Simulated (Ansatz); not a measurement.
# C3H7ClOSn: a spread of methods and bases

How do the results and run time of C3H7ClOSn respond when the settings are drawn wide?

Computed with Ansatz 0.2.0, Gaussian basis. Level: the settings change from run to run.

## Step 1: The geometry

The geometry comes from an earlier relaxation with PBE0-D4 in a triple-zeta def2 set; it is a stationary point, not always the lowest conformer. Sn takes a core potential in def2 sets; no spin-orbit term is included.

SMILES `CC(C)[O][Sn][Cl]`, 13 atoms, charge 0, spin multiplicity 1.

Atoms are counted from 1 here; the program's logs count them from 0.

Bond lengths: C1–C2 1.516 Å, C1–H7 1.093 Å, C1–H8 1.093 Å, C1–H9 1.093 Å, C2–C3 1.515 Å, C2–O4 1.418 Å, C2–H10 1.098 Å, C3–H11 1.093 Å, C3–H12 1.093 Å, C3–H13 1.092 Å, O4–Sn5 1.957 Å, Sn5–Cl6 2.390 Å. Angles: C2–C1–H7 110.8°, C2–C1–H8 110.2°, C2–C1–H9 110.6°, H7–C1–H8 108.6°, H7–C1–H9 108.0°, H8–C1–H9 108.6°, C1–C2–C3 112.3°, C1–C2–O4 109.4°, C1–C2–H10 108.4°, C3–C2–O4 108.2°, C3–C2–H10 109.0°, O4–C2–H10 109.5°, C2–C3–H11 110.7°, C2–C3–H12 110.3°, C2–C3–H13 110.6°, H11–C3–H12 108.6°, H11–C3–H13 108.4°, H12–C3–H13 108.3° and more.

## Step 2: wPBEh/def2-TZVPD

Set apart from the defaults: coordinates scaled by 1.25, high accuracy.

Contents of in.yaml:

```yaml
crystal:
  periodic: [false, false, false]
  atoms:
    - {symbol: C, position_ang: [-0.455948, 0.833107, 1.408614]}
    - {symbol: C, position_ang: [0.008975, -0.189890, -0.117748]}
    - {symbol: C, position_ang: [-1.513583, -0.769098, -1.084059]}
    - {symbol: O, position_ang: [1.011669, 0.790526, -1.201570]}
    - {symbol: Sn, position_ang: [3.441339, 0.994193, -1.403796]}
    - {symbol: Cl, position_ang: [4.224273, -0.948773, 0.726719]}
    - {symbol: H, position_ang: [-1.258872, 0.113768, 2.247517]}
    - {symbol: H, position_ang: [-1.122405, 1.965068, 1.032553]}
    - {symbol: H, position_ang: [0.663347, 1.195550, 2.102024]}
    - {symbol: H, position_ang: [0.720331, -1.287734, 0.297217]}
    - {symbol: H, position_ang: [-2.312245, -1.553638, -0.301222]}
    - {symbol: H, position_ang: [-2.241605, 0.306059, -1.508722]}
    - {symbol: H, position_ang: [-1.139777, -1.492637, -2.179026]}
basis:
  gaussian: {orbitals: def2-TZVPD}
hamiltonian: {xc: {name: wPBEh}}
accuracy: high
output: {forces: true}
```

Run with:

```sh
> ansatz run in.yaml --threads 4 --pin off --events-out ev --progress --plain --max-ram 11315MiB
```

What it wrote, cut to the lines that bear on the results:

```text
Functional definition: wPBEh
  name "wPBEh"
  cite "Heyd, Scuseria & Ernzerhof, J. Chem. Phys. 118, 8207 (2003) doi:10.1063/1.1564060"
  cite "Krukau, Vydrov, Izmaylov & Scuseria, J. Chem. Phys. 125, 224106 (2006) doi:10.1063/1.2404663"
  cite "Heyd & Scuseria, J. Chem. Phys. 120, 7274 (2004) doi:10.1063/1.1668634"
  cite "Ernzerhof & Perdew, J. Chem. Phys. 109, 3313 (1998) doi:10.1063/1.476928"
  cite "Perdew, Burke & Ernzerhof, Phys. Rev. Lett. 77, 3865 (1996) doi:10.1103/PhysRevLett.77.3865"
  parent pbe
[...]
5516 factors; integrals over basis functions are off by at most 2.0e-8 eV
227 factors; integrals over basis functions are off by at most 1.2e-9 eV
[...]
mean field -23610.51156761 eV, -867.6702963301 hartree, gradient 2.2e-8 eV, S^2 0.000000; 0 other end points of the search recorded, 0 dependent functions left out
[...]
reference -23610.51157357 eV, -867.6702965493 hartree; 36, 36 occupied and 280, 280 virtual orbitals, 5516 factors
Total energy: -23610.51157357 eV, -867.6702965493 hartree
Atom 0 at    -0.455948     0.833107     1.408614 Å, force    -0.103838     0.529129     0.271071 eV/Å
Atom 1 at     0.008975    -0.189890    -0.117748 Å, force     0.583450    -0.427916     0.238073 eV/Å
Atom 2 at    -1.513583    -0.769098    -1.084059 Å, force    -0.377212     0.133131    -0.506500 eV/Å
Atom 3 at     1.011669     0.790526    -1.201570 Å, force     0.247941    -2.076589     2.329970 eV/Å
Atom 4 at     3.441339     0.994193    -1.403796 Å, force    -3.031667    -2.061521     2.237767 eV/Å
Atom 5 at     4.224273    -0.948773     0.726719 Å, force    -0.541011     1.510789    -1.662577 eV/Å
Atom 6 at    -1.258872     0.113768     2.247517 Å, force     2.685839     2.265102    -2.932946 eV/Å
Atom 7 at    -1.122405     1.965068     1.032553 Å, force     2.264217    -3.862353     1.174034 eV/Å
Atom 8 at     0.663347     1.195550     2.102024 Å, force    -3.697250    -1.305924    -2.459698 eV/Å
Atom 9 at     0.720331    -1.287734     0.297217 Å, force    -2.256603     3.744273    -1.463617 eV/Å
Atom 10 at    -2.312245    -1.553638    -0.301222 Å, force     2.808640     2.658930    -2.466391 eV/Å
Atom 11 at    -2.241605     0.306059    -1.508722 Å, force     2.538595    -3.582239     1.488985 eV/Å
Atom 12 at    -1.139777    -1.492637    -2.179026 Å, force    -1.121100     2.475188     3.751829 eV/Å
Dipole moment:     0.101719     0.679990    -0.739399 e Å
```

It took 50 s on 4 threads of Arm Neoverse V2, shared host; peak memory 3.6 GiB.

Largest force 4.636 eV/Å, dipole 4.85 D.

## Step 3: B2GP-PLYP/ANO-RCC-VTZP

Set apart from the defaults: multiplicity 3, high accuracy, the search for lower states set to full.

Contents of in.yaml:

```yaml
crystal:
  periodic: [false, false, false]
  atoms:
    - {symbol: C, position_ang: [-0.364758, 0.666485, 1.126891]}
    - {symbol: C, position_ang: [0.007180, -0.151912, -0.094198]}
    - {symbol: C, position_ang: [-1.210866, -0.615278, -0.867247]}
    - {symbol: O, position_ang: [0.809335, 0.632420, -0.961256]}
    - {symbol: Sn, position_ang: [2.753071, 0.795354, -1.123037]}
    - {symbol: Cl, position_ang: [3.379419, -0.759019, 0.581375]}
    - {symbol: H, position_ang: [-1.007097, 0.091014, 1.798013]}
    - {symbol: H, position_ang: [-0.897924, 1.572055, 0.826042]}
    - {symbol: H, position_ang: [0.530678, 0.956440, 1.681619]}
    - {symbol: H, position_ang: [0.576265, -1.030187, 0.237774]}
    - {symbol: H, position_ang: [-1.849796, -1.242910, -0.240977]}
    - {symbol: H, position_ang: [-1.793284, 0.244847, -1.206978]}
    - {symbol: H, position_ang: [-0.911822, -1.194110, -1.743221]}
basis:
  gaussian: {orbitals: ANO-RCC-VTZP}
magnetization: {spin_polarized: true, initial_magnetization: 2}
hamiltonian: {xc: {name: B2GP-PLYP}}
accuracy: high
scf: {lower_state_search: full}
```

The command is unchanged.

What it wrote, cut to the lines that bear on the results:

```text
Functional definition: B2GP-PLYP
  name "B2GP-PLYP"
  cite "Karton, Tarnopolsky, Lamère, Schatz & Martin, J. Phys. Chem. A 112, 12868 (2008) doi:10.1021/jp801805p"
  cite "Becke, Phys. Rev. A 38, 3098 (1988) doi:10.1103/PhysRevA.38.3098"
  cite "Lee, Yang & Parr, Phys. Rev. B 37, 785 (1988) doi:10.1103/PhysRevB.37.785"
[...]
6052 factors; integrals over basis functions are off by at most 5.1e-9 eV
[...]
mean field -185861.79987796 eV, -6830.2951638622 hartree, gradient 5.7e-8 eV, S^2 2.009323; 6 other end points of the search recorded, 0 dependent functions left out
27 core orbitals not correlated: weight in the atoms' cores, before any rotation towards them, 1.000 or more for the frozen orbitals, at most 0.000 for the correlated occupied ones
reference -185861.79990308 eV, -6830.2951647853 hartree; 24, 22 occupied and 269, 271 virtual orbitals, 6052 factors
second order -44.76622078 eV of doubles, -0.00000000 eV of singles
Total energy: -185877.91574256 eV, -6830.8874109625 hartree
Relativity: scalar
```

It took 5.5 min on 4 threads of Arm Neoverse V2, shared host; peak memory 5.3 GiB.

⟨S²⟩ 2.009.

## Step 4: RPBE/def2-SVP

in.yaml: that of step 3 with these lines changed.

```diff
@@ -17,6 +17,3 @@
 basis:
-  gaussian: {orbitals: ANO-RCC-VTZP}
-magnetization: {spin_polarized: true, initial_magnetization: 2}
-hamiltonian: {xc: {name: B2GP-PLYP}}
-accuracy: high
-scf: {lower_state_search: full}
+  gaussian: {orbitals: def2-SVP}
+hamiltonian: {xc: {name: RPBE}}
```

Launched as before.

What it wrote:

```text
Functional definition: RPBE
  name "RPBE"
  cite "Hammer, Hansen & Nørskov, Phys. Rev. B 59, 7413 (1999) doi:10.1103/PhysRevB.59.7413"
  cite "Perdew, Burke & Ernzerhof, Phys. Rev. Lett. 77, 3865 (1996) doi:10.1103/PhysRevLett.77.3865"
  parameter kappa = 0.804
  parameter beta = 0.06672455060314922
  exchange = rpbe_x(kappa = kappa, mu = beta*pi^2/3)
  correlation = pbe_c(beta = beta)
1509 factors; their error is unknown
mean field evaluation 1: about -23607.3833 eV, gradient 7.5e1 eV
mean field evaluation 2: about -23454.0697 eV, gradient 2.3e2 eV
mean field evaluation 4: about -23620.5976 eV, gradient 1.7e1 eV
mean field evaluation 8: about -23621.2515 eV, gradient 3.8e-1 eV
mean field evaluation 16: about -23621.1942 eV, gradient 3.5e-4 eV
mean field -23621.19424877 eV, -868.0628776219 hartree, gradient 5.0e-5 eV, S^2 0.000000; 0 other end points of the search recorded, 0 dependent functions left out
reference -23621.19428699 eV, -868.0628790263 hartree; 36, 36 occupied and 99, 99 virtual orbitals, 1509 factors
Total energy: -23621.19428699 eV, -868.0628790263 hartree
```

Wall time 1.4 s (4 threads of Arm Neoverse V2, shared host).

## Step 5: CAM-B3LYP/def2-mTZVP

This run has atoms shaken by 0.08 Å, a grid of angular degree 23.

Contents of in.yaml:

```yaml
crystal:
  periodic: [false, false, false]
  atoms:
    - {symbol: C, position_ang: [-0.312133, 0.671423, 1.110396]}
    - {symbol: C, position_ang: [-0.038380, -0.158096, -0.048071]}
    - {symbol: C, position_ang: [-1.228039, -0.658580, -0.827828]}
    - {symbol: O, position_ang: [0.858890, 0.565116, -1.023123]}
    - {symbol: Sn, position_ang: [2.882701, 0.631674, -1.197516]}
    - {symbol: Cl, position_ang: [3.278352, -0.828537, 0.571307]}
    - {symbol: H, position_ang: [-1.059202, 0.171504, 1.848252]}
    - {symbol: H, position_ang: [-0.809843, 1.358422, 0.845999]}
    - {symbol: H, position_ang: [0.465501, 0.940374, 1.716287]}
    - {symbol: H, position_ang: [0.452946, -1.046192, 0.171693]}
    - {symbol: H, position_ang: [-1.704265, -1.223750, -0.259533]}
    - {symbol: H, position_ang: [-1.893222, 0.204028, -1.228198]}
    - {symbol: H, position_ang: [-0.826427, -1.126446, -1.700372]}
basis:
  gaussian: {orbitals: def2-mTZVP, final_grid: {core_spheres: 8, valence_spheres: 7, degree: 23}}
hamiltonian: {xc: {name: CAM-B3LYP}}
```

Same command.

What it wrote, cut to the lines that bear on the results:

```text
Functional definition: CAM-B3LYP
  name "CAM-B3LYP"
  cite "Yanai, Tew & Handy, Chem. Phys. Lett. 393, 51 (2004) doi:10.1016/j.cplett.2004.06.011"
  cite "Iikura, Tsuneda, Yanai & Hirao, J. Chem. Phys. 115, 3540 (2001) doi:10.1063/1.1383587"
  cite "Becke, Phys. Rev. A 38, 3098 (1988) doi:10.1103/PhysRevA.38.3098"
  cite "Lee, Yang & Parr, Phys. Rev. B 37, 785 (1988) doi:10.1103/PhysRevB.37.785"
  cite "Vosko, Wilk & Nusair, Can. J. Phys. 58, 1200 (1980) doi:10.1139/p80-159"
[...]
  # Exact exchange under (alpha + beta erf(omega r))/r, Becke's under what is left of 1/r.
[...]
1632 factors; their error is unknown
452 factors; integrals over basis functions are off by at most 1.5e-5 eV
[...]
mean field -23625.79508832 eV, -868.2319553567 hartree, gradient 2.1e-5 eV, S^2 0.000000; 0 other end points of the search recorded, 0 dependent functions left out
reference -23625.79521795 eV, -868.2319601206 hartree; 36, 36 occupied and 124, 124 virtual orbitals, 1632 factors
Total energy: -23625.79521795 eV, -868.2319601206 hartree
```

It took 2.2 s on 4 threads of Arm Neoverse V2, shared host; peak memory 0.44 GiB.

## Step 6: B97M-V/def2-SVPD

Set apart from the defaults: the search for lower states set to full.

Contents of in.yaml:

```yaml
crystal:
  periodic: [false, false, false]
  atoms:
    - {symbol: C, position_ang: [-0.364758, 0.666485, 1.126891]}
    - {symbol: C, position_ang: [0.007180, -0.151912, -0.094198]}
    - {symbol: C, position_ang: [-1.210866, -0.615278, -0.867247]}
    - {symbol: O, position_ang: [0.809335, 0.632420, -0.961256]}
    - {symbol: Sn, position_ang: [2.753071, 0.795354, -1.123037]}
    - {symbol: Cl, position_ang: [3.379419, -0.759019, 0.581375]}
    - {symbol: H, position_ang: [-1.007097, 0.091014, 1.798013]}
    - {symbol: H, position_ang: [-0.897924, 1.572055, 0.826042]}
    - {symbol: H, position_ang: [0.530678, 0.956440, 1.681619]}
    - {symbol: H, position_ang: [0.576265, -1.030187, 0.237774]}
    - {symbol: H, position_ang: [-1.849796, -1.242910, -0.240977]}
    - {symbol: H, position_ang: [-1.793284, 0.244847, -1.206978]}
    - {symbol: H, position_ang: [-0.911822, -1.194110, -1.743221]}
basis:
  gaussian: {orbitals: def2-SVPD}
hamiltonian: {xc: {name: B97M-V}}
scf: {lower_state_search: full}
```

The command is unchanged.

What it wrote, cut to the lines that bear on the results:

```text
Functional definition: B97M-V
  name "B97M-V"
  cite "Mardirossian & Head-Gordon, J. Chem. Phys. 142, 074111 (2015) doi:10.1063/1.4907719"
  cite "Becke, J. Chem. Phys. 107, 8554 (1997) doi:10.1063/1.475007"
  cite "Vydrov & Van Voorhis, J. Chem. Phys. 133, 244103 (2010) doi:10.1063/1.3521275"
  # Of w^i u^j: cxij and so on, Table III.
[...]
  gx(w, u) = cx00 + cx01*u + cx02*u^2 + (cx10 + cx11*u)*w
  gss(w, u) = css00 + css02*u^2 + css10*w + (css32*w^3 + css42*w^4)*u^2
  gos(w, u) = cos00 + cos01*u + cos03*u^3 + cos10*w + cos32*w^3*u^2
[...]
      + integral(e_c_pw_mod_opposite_spin*gos(b97_w_opposite, b97_u_opposite)) + vv10(b, c)
1769 factors; their error is unknown
[...]
mean field -23617.45155072 eV, -867.9253360052 hartree, gradient 4.0e-5 eV, S^2 0.000000; 0 other end points of the search recorded, 0 dependent functions left out
reference -23617.45162776 eV, -867.9253388363 hartree; 36, 36 occupied and 162, 162 virtual orbitals, 1769 factors
Total energy: -23617.45162776 eV, -867.9253388363 hartree
```

Wall time 16 s (4 threads of Arm Neoverse V2, shared host); peak memory 0.48 GiB.

## Step 7: revPBE/def2-TZVPD

Options: finite nuclei, D3(BJ) dispersion, relativity set to none.

in.yaml: that of step 6 with these lines changed.

```diff
@@ -17,4 +17,4 @@
 basis:
-  gaussian: {orbitals: def2-SVPD}
-hamiltonian: {xc: {name: B97M-V}}
-scf: {lower_state_search: full}
+  gaussian: {orbitals: def2-TZVPD, nuclear_model: gaussian}
+hamiltonian: {xc: {name: revPBE}, dispersion: d3bj, pseudopotentials: {relativity: none}}
+output: {forces: true}
```

The command is unchanged.

What it wrote, cut to the lines that bear on the results:

```text
Functional definition: revPBE
  name "revPBE"
  cite "Zhang & Yang, Phys. Rev. Lett. 80, 890 (1998) doi:10.1103/PhysRevLett.80.890"
  cite "Perdew, Burke & Ernzerhof, Phys. Rev. Lett. 77, 3865 (1996) doi:10.1103/PhysRevLett.77.3865"
[...]
1747 factors; their error is unknown
[...]
mean field -23628.70029006 eV, -868.3387195514 hartree, gradient 1.8e-5 eV, S^2 0.000000; 0 other end points of the search recorded, 0 dependent functions left out
[...]
reference -23628.70036933 eV, -868.3387224645 hartree; 36, 36 occupied and 280, 280 virtual orbitals, 1747 factors
Total energy: -23629.52073065 eV, -868.3688701871 hartree
Atom 0 at    -0.364758     0.666485     1.126891 Å, force    -0.025153     0.106087     0.176667 eV/Å
Atom 1 at     0.007180    -0.151912    -0.094198 Å, force    -0.094116    -0.273080     0.213037 eV/Å
[...]
Atom 3 at     0.809335     0.632420    -0.961256 Å, force    -0.332870     0.356939    -0.406960 eV/Å
Atom 4 at     2.753071     0.795354    -1.123037 Å, force     0.640304     0.334103    -0.354581 eV/Å
Atom 5 at     3.379419    -0.759019     0.581375 Å, force     0.145483    -0.288352     0.314830 eV/Å
Atom 6 at    -1.007097     0.091014     1.798013 Å, force    -0.152001    -0.132016     0.155530 eV/Å
Atom 7 at    -0.897924     1.572055     0.826042 Å, force    -0.126390     0.207220    -0.058388 eV/Å
Atom 8 at     0.530678     0.956440     1.681619 Å, force     0.201097     0.067189     0.120785 eV/Å
Atom 9 at     0.576265    -1.030187     0.237774 Å, force     0.127702    -0.207690     0.081472 eV/Å
Atom 10 at    -1.849796    -1.242910    -0.240977 Å, force    -0.150108    -0.145773     0.141951 eV/Å
Atom 11 at    -1.793284     0.244847    -1.206978 Å, force    -0.146456     0.191899    -0.080136 eV/Å
Atom 12 at    -0.911822    -1.194110    -1.743221 Å, force     0.063927    -0.142036    -0.207864 eV/Å
Dipole moment:    -0.070581     0.244514    -0.260020 e Å
```

It took 6 s on 4 threads of Arm Neoverse V2, shared host; peak memory 0.57 GiB.

Largest force 0.805 eV/Å, dipole 1.75 D.

## Step 8: B3LYP5/def2-TZVP

This run has multiplicity 3, restricted open-shell orbitals, relativity set to scalar.

in.yaml: that of step 7 with these lines changed.

```diff
@@ -17,4 +17,5 @@
 basis:
-  gaussian: {orbitals: def2-TZVPD, nuclear_model: gaussian}
-hamiltonian: {xc: {name: revPBE}, dispersion: d3bj, pseudopotentials: {relativity: none}}
+  gaussian: {orbitals: def2-TZVP}
+magnetization: {spin_polarized: false, initial_magnetization: 2}
+hamiltonian: {xc: {name: B3LYP5}, pseudopotentials: {relativity: scalar}}
 output: {forces: true}
```

Same command.

What it wrote, cut to the lines that bear on the results:

```text
Functional definition: B3LYP5
  name "B3LYP5"
  cite "Stephens, Devlin, Chabalowski & Frisch, J. Phys. Chem. 98, 11623 (1994) doi:10.1021/j100096a001"
  cite "Becke, Phys. Rev. A 38, 3098 (1988) doi:10.1103/PhysRevA.38.3098"
  cite "Lee, Yang & Parr, Phys. Rev. B 37, 785 (1988) doi:10.1103/PhysRevB.37.785"
  cite "Vosko, Wilk & Nusair, Can. J. Phys. 58, 1200 (1980) doi:10.1139/p80-159"
[...]
1694 factors; their error is unknown
[...]
mean field -23659.93192594 eV, -869.4864610006 hartree, gradient 1.6e-5 eV, S^2 2.000000; 9 other end points of the search recorded, 0 dependent functions left out
[...]
reference -23659.93223090 eV, -869.4864722074 hartree; 37, 35 occupied and 216, 218 virtual orbitals, 1694 factors
Total energy: -23659.93223090 eV, -869.4864722074 hartree
Relativity: scalar
[...]
Atom 3 at     0.809335     0.632420    -0.961256 Å, force    -1.649538     0.459333    -0.848065 eV/Å
Atom 4 at     2.753071     0.795354    -1.123037 Å, force     0.875977    -0.240328     0.293245 eV/Å
Atom 5 at     3.379419    -0.759019     0.581375 Å, force     0.498004    -0.120634     0.138115 eV/Å
Atom 6 at    -1.007097     0.091014     1.798013 Å, force     0.005440     0.008208     0.006882 eV/Å
Atom 7 at    -0.897924     1.572055     0.826042 Å, force     0.019769    -0.018254     0.022419 eV/Å
Atom 8 at     0.530678     0.956440     1.681619 Å, force    -0.048415     0.014200    -0.002100 eV/Å
Atom 9 at     0.576265    -1.030187     0.237774 Å, force    -0.102994    -0.021046    -0.076000 eV/Å
Atom 10 at    -1.849796    -1.242910    -0.240977 Å, force     0.072142     0.027031     0.052855 eV/Å
Atom 11 at    -1.793284     0.244847    -1.206978 Å, force     0.009615    -0.030454     0.008238 eV/Å
Atom 12 at    -0.911822    -1.194110    -1.743221 Å, force    -0.037854     0.006566     0.013391 eV/Å
Dipole moment:    -0.210143     0.156872    -0.186956 e Å
```

It took 28 s on 4 threads of Arm Neoverse V2, shared host; peak memory 1.3 GiB.

Largest force 1.911 eV/Å, dipole 1.55 D.

## Step 9: The runs in one table

```tsv
level	charge	multiplicity	geometry	functions	energy (eV)	time
wPBEh/def2-TZVPD	0	1	scaled	316	-23610.512	50 s
B2GP-PLYP/ANO-RCC-VTZP	0	3	relaxed	320	-185877.916	5.5 min
RPBE/def2-SVP	0	1	relaxed	135	-23621.194	1.4 s
CAM-B3LYP/def2-mTZVP	0	1	shaken	160	-23625.795	2.2 s
B97M-V/def2-SVPD	0	1	relaxed	198	-23617.452	16 s
revPBE/def2-TZVPD	0	1	relaxed	316	-23629.521	6 s
B3LYP5/def2-TZVP	0	3	relaxed	253	-23659.932	28 s
```

## Step 10: What came out

```
                                         quantity                            value
                                             runs                                7
                                         quickest             RPBE/def2-SVP, 1.4 s
                                          slowest  B2GP-PLYP/ANO-RCC-VTZP, 5.5 min
spread of total energies, same state and geometry                          12.1 eV
```

What this shows: Run time spans a factor of 235, from RPBE/def2-SVP to B2GP-PLYP/ANO-RCC-VTZP. The jobs differ in tasks and options as well as level. Total energies at one charge and spin differ by 12 eV between levels, so only differences within one level mean anything. At the PBE0-D4/def2-TZVP geometry and in the same state, the sound runs without point charges leave forces up to 0.80 eV/Å (revPBE/def2-TZVPD), against 4.6 eV/Å where the atoms were moved.
